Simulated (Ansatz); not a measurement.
Runs of Ansatz 0.2.0 on Ta3N. Symmetry: P-3m1, No. 164, trigonal system. The conventional cell has a = 3.032 Å, b = 3.032 Å, c = 7.524 Å, α = 90.00°, β = 90.00°, γ = 120.00°. Ta (site symmetry 3m) is surrounded by 3 N at 2.19 Å. Around Ta (site symmetry -3m) lie 12 Ta at 3.01 to 3.03 Å. Around N (site symmetry -3m) lie 6 Ta at 2.19 Å. The cell comes from a database or a generator and needn't be the stable form of this composition.

```csv
task,level,cutoff (eV),points for each segment of the path,gap on the mesh (eV),pressure (GPa),V0 of scaled cells (Å³/atom),B0 (GPa),largest force (eV/Å)
band structure,r2SCAN,500,14,none,-4.0,-,-,0.07
band structure,LDA,420,14,none,(b),-,-,0.53
equation of state,r2SCAN,500,-,-,-,14.75,263,-
band structure,PBE,420,14,none,-0.7,-,-,(a)
equation of state,LDA,420,-,-,-,14.20,279,-
equation of state,PBE,420,-,-,-,14.93,248,-
```

Alike in all rows: potentials or basis Ansatz PAW; no spin polarisation; cell as given; k mesh 10 × 10 × 4; smearing fermi-dirac 0.05 eV.

Question: Estimate the missing entries.

Answer: (a) 0.13; (b) -13.3.

Caveats: spin-orbit coupling is left out, which moves the levels of the heavy elements (some runs); the cell was scaled at fixed shape and fractional positions, which overstates the stiffness of a crystal with free parameters, most of all of layers and chains (some runs); the PAW data sets come from PBE, with cores solved anew for the run's functional, which leaves a small shift of forces and pressure (some runs); the PAW data sets were made with another functional, which shifts forces and pressure a little (some runs).

A k mesh can miss the band edges, and the runs leave out spin-orbit coupling on Ta.

A gap of «none» marks a metal or a gap under the smearing width.
